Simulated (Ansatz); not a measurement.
# HfO2: the cost of one run

Method: DFT PBE, scalar-relativistic, plane waves, PAW, in Ansatz 0.2.0.

## 1. The system as given

It takes space group P4_2/nmc (No. 137, tetragonal). Conventional cell: a = 3.558 Å, b = 3.558 Å, c = 5.172 Å, α = 90.00°, β = 90.00°, γ = 90.00°. Hf (site symmetry -4m2) has 4 O at 2.05 Å in its first shell of neighbours. Around O (site symmetry 2mm) lie 2 Hf at 2.05 Å.

As a file:

```cif
data_structure
_symmetry_space_group_name_H-M 'P4_2/nmc:1'
_symmetry_Int_Tables_number 137
_cell_length_a 3.5580
_cell_length_b 3.5580
_cell_length_c 5.1719
_cell_angle_alpha 90.000
_cell_angle_beta 90.000
_cell_angle_gamma 90.000
_cell_volume 65.47
loop_
_atom_site_label
_atom_site_type_symbol
_atom_site_symmetry_multiplicity
_atom_site_Wyckoff_symbol
_atom_site_fract_x
_atom_site_fract_y
_atom_site_fract_z
_atom_site_occupancy
Hf1 Hf 2 a 0.50000 0.50000 0.50000 1
O1 O 4 d 0.00000 0.50000 0.69721 1
```

It goes back to an entry of the Materials Project, which need not be the stable form.

The cell is taken as given, not relaxed at this level.

## 2. Zero of the scan

Input file input.yaml:

```yaml
crystal:
  lattice:
    - [3.55801933, 0.0, 0.0]
    - [0.0, 3.55801933, 0.0]
    - [0.0, 0.0, 5.17186121]
  atoms:
    - { symbol: Hf, position: [0.5, 0.5, 0.5] }
    - { symbol: Hf, position: [0.0, 0.0, 0.0] }
    - { symbol: O, position: [0.0, 0.5, 0.69720788] }
    - { symbol: O, position: [0.5, 0.0, 0.80279212] }
    - { symbol: O, position: [0.5, 0.0, 0.30279212] }
    - { symbol: O, position: [0.0, 0.5, 0.19720788] }
basis:
  ecutwfc: 420
kpoints:
  mp_grid: { grid: [6, 6, 6] }
hamiltonian:
  xc: pbe
scf:
  occupations: { method: gaussian, width: 0.05 }
output:
  forces: true
  stress: true
  eigenvalues: true
```

On the command line:

```console
ansatz run input.yaml --threads 2 --pin off --max-ram 5120MiB --backend cpu --events-out ev --progress --plain --runs-dir out
```

Q: Estimate wall time and peak memory on 2 threads of Arm Neoverse V1, shared host.

About 3.5 s, with a peak of 0.39 GiB.
